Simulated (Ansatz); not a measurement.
# WSi (septet): the correlation ladder, def2-QZVPP

One table from this session's results is given with a row withheld; the runs are named, their logs left out.

Computed with Ansatz 0.2.0, Gaussian basis. Level: def2-QZVPP, core rule «outside noble gas», up to 9 orbitals frozen.

Plan: UHF; ROHF; CCSD(T) on UHF.

## The system

The geometry is a PBE0/def2-TZVP stationary point (not a proven minimum) of the parent state, kept for this charge and spin. No spin-orbit coupling is included. Elements past krypton take def2 core potentials.

2 atoms, charge 0, spin multiplicity 7.

Atoms are counted from 1 here; the program's logs count them from 0.

Bond lengths: W1–Si2 2.328 Å.

Set-up of the first run:

Input file in.yaml:

```yaml
crystal:
  periodic: [false, false, false]
  atoms:
    - {symbol: W, position_ang: [0.000000, 0.000000, 0.000000]}
    - {symbol: Si, position_ang: [0.000000, 0.000000, 2.328000]}
basis:
  gaussian: {orbitals: "def2-QZVPP.json"}
magnetization: {spin_polarized: true, initial_magnetization: 6}
hamiltonian: {xc: hf}
output: {orbitals: {seedname: orbitals}}
```

Started as:

```bash
$ ansatz run in.yaml --threads 1 --pin off --events-out ev --progress --plain --max-ram 4096MiB --backend cpu
```

Among the steps run: UHF; ROHF; CCSD(T) on UHF.

One table of the session follows, with a row left open; its other results are not shown here.

| method | from UCCSD(T) (meV) |
| --- | --- |
| ROHF | ? |
| UMP2 | +999.9 |
| UCCSD | +403.0 |
| UCCSD(T) | 0 |

Estimate the missing values for ROHF.

**Answer.** from UCCSD(T) (meV): +6683.4. In the column «from UCCSD(T) (meV)» it is the highest.

Left out of the table: UHF (another determinant or state than the rows shown).

Caveats from the session: The determinant is far from a pure spin state, so its energy mixes those of several spin states (harmless only where they are near-degenerate, as at dissociation). Warnings: spin contamination; coupled cluster took another determinant than the lowest.
